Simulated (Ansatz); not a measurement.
Here is an Ansatz input file for BeMo₃ (distorted cell). Write the same calculation for the Python package.

```yaml
crystal:
  lattice:
    - [4.85444, 0.0, 0.0]
    - [0.0, 4.85444, 0.0]
    - [0.0, 0.0, 4.85444]
  atoms:
    - { symbol: Be, position: [0.02059, 0.9981, 0.99893] }
    - { symbol: Be, position: [0.50702, 0.50415, 0.52135] }
    - { symbol: Mo, position: [0.25525, 0.98284, 0.49741] }
    - { symbol: Mo, position: [0.74431, 0.98038, 0.51185] }
    - { symbol: Mo, position: [0.99098, 0.48949, 0.23794] }
    - { symbol: Mo, position: [0.98706, 0.49476, 0.75303] }
    - { symbol: Mo, position: [0.48697, 0.75551, 0.98988] }
    - { symbol: Mo, position: [0.48774, 0.22732, 0.00342] }
basis:
  ecutwfc: 550.0
kpoints:
  mp_grid: { grid: [3, 3, 3] }
hamiltonian:
  xc: r2scan
  dispersion: d4
scf:
  occupations: { method: gaussian, width: 0.1 }
output:
  stress: true
```

On the command line:
```console
$ ansatz run input.yaml --threads 1 --pin off --max-ram 3072MiB --backend cpu --events-out ev --progress --plain --runs-dir out
Engine: ansatz 0.2.0, x86_64-unknown-linux-gnu
Pseudopotentials: kind: paw
Pseudopotential: Be, paw, valence charge 2, recommended cutoff 500 eV (meta_gga), Be.paw.azcp
Pseudopotential: Mo, paw, valence charge 14, recommended cutoff 500 eV (meta_gga), Mo.paw.azcp
Functional definition: r2SCAN
  parameter k0 = 0.174
  parameter k1 = 0.065
  parameter a1 = 4.9479
  exchange = r2scan_x(k0 = k0, k1 = k1, a1 = a1)
  correlation = r2scan_c
Crystal: 8 atoms, lattice volume = 114.398 Å³
Basis set: ecut = 550 eV, 3407 PW (Γ), exchange–correlation on 160×160×160 points (64 copies of the dense FFT grid, shifted against one another)
Bands: 53, of which v1, the nominal top of the filled ones, is band 44 counted from 1 (43 counted from 0)
Symmetry: 1 space group operations
Space group: P1 (ITA 1), of the structure as read, at distance tolerance 4.9e-5 Å
k-points: 14 of 27 (time reversal used)
Non-local potential: Be, projectors of the file, l = 0: 2, l = 1: 2, l = 2: 1
Non-local potential: Mo, projectors of the file, l = 0: 3, l = 1: 2, l = 2: 2, l = 3: 1
PAW form: soft (Blöchl's): semilocal exchange-correlation on the pseudo side does not see the compensation charge
PAW frozen core: Be, regenerated for the run's functional (the file was generated under x = pbe(κ = 0.804, μ = 0.2195149727645171), c = pbe(β = 0.06672455060314922))
PAW frozen core: Mo, regenerated for the run's functional (the file was generated under x = pbe(κ = 0.804, μ = 0.2195149727645171), c = pbe(β = 0.06672455060314922))
PAW one-centre angular grid: Be, 302 points (default); XC on 255 of its mesh's 2635 points in the sphere
PAW one-centre angular grid: Mo, 590 points (default); XC on 160 Gauss nodes
Initial density: superposition of atomic densities (neutral atoms: chi_scale 0, normalization atom), corrected by the library's trained network
Initial wavefunctions: pseudopotential atomic-orbital guess
Functional: x = r2scan, c = r2scan; τ floored in thin density (d = 2e-4 eV/Å³)
SCF iter   1: F=—  HF=-29993.510145 eV  |F-HF|=—  |Δ(HF+E_count)|=         —  Δρ=1.07e-2  dr2=8.35e-2  dr2_τ=1.33e-1  ethr=1.77e-3  ⟨swp⟩=5.6  Hψ=2570  notcnv=0
preconditioner: auto → Resta (q_TF=auto, 2.612 Å⁻¹)  ε∞=22.1  [insulator: Δε(μ)=0.103 eV  Ē_g=4.780 eV  σ=0.100 eV  W_gap=0.53  n_scr=32 (ndim 8)  ℏωp=22.0 eV  f_vac=0.000  D(μ)=2.22/eV (n_scr^D=18)  ε∞_Penn≈22.1]
SCF iter   2: F=—  HF=-29993.543286 eV  |F-HF|=—  |Δ(HF+E_count)|=   3.31e-2  Δρ=5.81e-3  dr2=2.01e-2  dr2_τ=1.43e-3  ethr=9.48e-5  ⟨swp⟩=2.3  Hψ=1258  notcnv=0  defer=2
preconditioner: auto → Kerker (q_TF=auto, 2.612 Å⁻¹)  [metal: Δε(μ)=0.096 eV  Ē_g=4.768 eV  σ=0.100 eV  W_gap=0.50  n_scr=32 (ndim 8)  ℏωp=22.0 eV  f_vac=0.000  D(μ)=2.32/eV (n_scr^D=18)]
SCF iter   3: F=—  HF=-29993.544627 eV  |F-HF|=—  |Δ(HF+E_count)|=   1.34e-3  Δρ=1.73e-3  dr2=5.97e-3  dr2_τ=1.04e-3  ethr=2.28e-5  ⟨swp⟩=2.0  Hψ=1220  notcnv=0  defer=2
SCF iter   4: F=—  HF=-29993.544494 eV  |F-HF|=—  |Δ(HF+E_count)|=   1.33e-4  Δρ=6.60e-4  dr2=4.77e-4  dr2_τ=4.19e-5  ethr=6.79e-6  ⟨swp⟩=2.0  Hψ=892  notcnv=0  defer=1
automatic band count: iteration 4 solves 52 bands in place of 53: the levels show a gap, and the empty bands left out lie too high to hold charge; the band table lists the bands solved (type scf.n_extra_bands for more)
SCF iter   5: F=—  HF=-29993.544614 eV  |F-HF|=—  |Δ(HF+E_count)|=   1.21e-4  Δρ=3.43e-4  dr2=2.62e-4  dr2_τ=3.28e-5  ethr=5.43e-7  ⟨swp⟩=2.0  Hψ=980  notcnv=0  defer=1
SCF iter   6: F=—  HF=-29993.544597 eV  |F-HF|=—  |Δ(HF+E_count)|=   1.70e-5  Δρ=8.87e-5  dr2=9.62e-6  dr2_τ=1.53e-6  ethr=2.97e-7  ⟨swp⟩=2.0  Hψ=932  notcnv=0  defer=1
SCF iter   7: F=—  HF=-29993.544600 eV  |F-HF|=—  |Δ(HF+E_count)|=   3.01e-6  Δρ=2.88e-5  dr2=9.67e-7  dr2_τ=1.23e-7  ethr=1.09e-8  ⟨swp⟩=2.0  Hψ=985  notcnv=0  defer=7
SCF iter   8: F=—  HF=-29993.544601 eV  |F-HF|=—  |Δ(HF+E_count)|=   1.23e-7  Δρ=2.06e-5  dr2=9.76e-7  dr2_τ=1.36e-7  ethr=1.10e-9  ⟨swp⟩=2.0  Hψ=981  notcnv=0  defer=7
SCF iter   9: F=-29993.544601 eV  HF=-29993.544601 eV  |F-HF|=3.58e-9  |Δ(HF+E_count)|=   8.54e-8  Δρ=3.89e-6  dr2=1.26e-8  dr2_τ=7.36e-10  ethr=1.30e-10  ⟨swp⟩=3.0  Hψ=2635  notcnv=0
SCF 1 converged in 9 iterations: F = -29993.544601 eV  dr2 = 1.26e-8
  greatest PAW one-centre occupation: 0.997 electrons in one spin orbital (limit 2), on the Mo atom at site 6 (counted from 0), in its partial waves of l = 0
SCF converged after 9 iterations
Free energy (F): -29993.544601 eV
Harris-Foulkes:  -29993.544601 eV  (|F-HF|=3.58e-9)
Internal energy: -29993.533274 eV  (E = F + TS)
E sigma→0 (E₀):  -29993.538937 eV
Entropy (-TS):   -0.011327 eV (-1.416 meV/atom)
Fermi energy:    17.640947 eV
--- Per-component energies (eV) ---
  E_band       = -592.105668
  E_kinetic    = 2681.032615
  E_local      = -5825.513600  (includes V_loc(G=0)·N_el)
  E_nonlocal   = 866.538822
  E_hartree    = 2017.520773
  E_xc         = -1107.547146
  E_vxc        = -1581.168170  (∫ρ·V_xc dr)
  E_paw        = -19426.758626  (= ΣΔE_a)
  E_vpaw       = -872.208384  (= ΣTr[D̂ρ^β])
  E_aug_tail   = 0.000017  (compensation charges beyond the density's cutoff)
  E_vtau       = 104.171467  (kinetic-family band-sum trace: ∫τ·v_τ [+ j·A + Jᵃ·Aᵃ] dr)
  E_ewald      = -9196.223711
  E_disp       = -1.231143  (pairwise vdW)
  E_core_change = -1.351276  (= ΣΔE_core)
  E_smearing   = -0.011327  (= −TS)
  E_closure    = -0.000000  (closes the sum)
  Σ components = -29993.544601   (vs F -29993.544601, Δ=0.00e0)
--- Stress (GPa, compression-positive) ---
       -4.005043      -0.068565      -0.187332
       -0.068565      -3.655552      -0.294110
       -0.187332      -0.294110      -7.865699
  P = ⅓ Tr σ = -5.1754 GPa (-51.754 kbar)
```

`scf_bemo3.py`:
```python
import warnings

import ansatz as az
import numpy as np
from pymatgen.core import Structure

warnings.simplefilter("ignore", az.DeckWarning)

bemo3 = (
    az.Lattice.of((4.85444, 0.0, 0.0), (0.0, 4.85444, 0.0), (0.0, 0.0, 4.85444))
    .atom("Be", (0.02059, 0.9981, 0.99893))
    .atom("Be", (0.50702, 0.50415, 0.52135))
    .atom("Mo", (0.25525, 0.98284, 0.49741))
    .atom("Mo", (0.74431, 0.98038, 0.51185))
    .atom("Mo", (0.99098, 0.48949, 0.23794))
    .atom("Mo", (0.98706, 0.49476, 0.75303))
    .atom("Mo", (0.48697, 0.75551, 0.98988))
    .atom("Mo", (0.48774, 0.22732, 0.00342))
)

setup = bemo3.calculation()
setup = setup.occupations("Gaussian", width=0.1)
setup = setup.basis(550).kpoints(3, 3, 3)
setup = setup.functional("r2scan", dispersion="d4")
setup = setup.stress()
outcome = setup.run(threads=1)
data = outcome.report

for key in ("converged", "n_iterations", "n_electrons", "n_kpoints", "n_pw", "n_symmetry_ops", "free_energy_ev", "fermi_energy_ev"):
    print(f"{key:18s} {data[key]}")

print("pressure by term (GPa)")
for term, tensor in data["stress_terms_gpa"].items():
    if np.any(tensor):
        print(f"  {term:28s} {np.trace(np.array(tensor)) / 3:12.3f}")
print(f"  {'total':28s} {np.trace(np.array(data['stress_gpa'])) / 3:12.3f}")

final = Structure(outcome.lattice.cell_ang, [s.symbol for s in outcome.lattice.sites], [s.position_frac for s in outcome.lattice.sites])
print(final)

problems = list(data["published_state_doubts"])
if not data["converged"] or data.get("closed_by") != "deck_thresholds":
    problems.append("loop closed by " + str(data.get("closed_by")))
print("accepted" if not problems else f"check before use: {problems}")
```

```console
$ python scf_bemo3.py
converged          True
n_iterations       9
n_electrons        88.0
n_kpoints          14
n_pw               3407
n_symmetry_ops     1
free_energy_ev     -29993.54460052793
fermi_energy_ev    17.640947138498788
pressure by term (GPa)
  kinetic                          2503.248
  hartree                           941.867
  ewald                           -4293.201
  local_pseudopotential            1236.714
  nonlocal_pseudopotential         -151.559
  augmentation                      252.093
  nlcc                              -52.320
  xc                               -440.569
  dispersion                         -1.505
  augmentation_tail                  -0.000
  scf_correction                     -0.000
  pulay_correction                    0.058
  total                              -5.175
Full Formula (Be2 Mo6)
Reduced Formula: BeMo3
abc   :   4.854440   4.854440   4.854440
angles:  90.000000  90.000000  90.000000
pbc   :       True       True       True
Sites (8)
  #  SP          a        b        c
---  ----  -------  -------  -------
  0  Be    0.02059  0.9981   0.99893
  1  Be    0.50702  0.50415  0.52135
  2  Mo    0.25525  0.98284  0.49741
  3  Mo    0.74431  0.98038  0.51185
  4  Mo    0.99098  0.48949  0.23794
  5  Mo    0.98706  0.49476  0.75303
  6  Mo    0.48697  0.75551  0.98988
  7  Mo    0.48774  0.22732  0.00342
accepted
```

Reading the output:
- Absolute energies stand on the zero of these potentials, so only differences at equal settings mean something. A total without «per atom» is that of the cell as typed.
- Spin is left out of this run.
- Dispersion corrections can be off by several per cent in the lattices of metals, and by several GPa in the pressure at a fixed cell.
- The mesh is modest for a metal, so energies can be off by several to tens of meV an atom and pressures by half a GPa or more; differences at equal mesh fare better.
- An absolute Fermi energy rests on an arbitrary zero of the periodic potential and has no direct meaning.
- Pressure is positive in compression.
- The cell is a database structure, distorted on purpose.
- Finished in 20 s on 1 thread of Intel(R) Xeon(R) Platinum 8488C (Sapphire Rapids), with other jobs on the host, peak memory 0.71 GiB.

(Lines on the test bed's own set-up are left out of the output.)
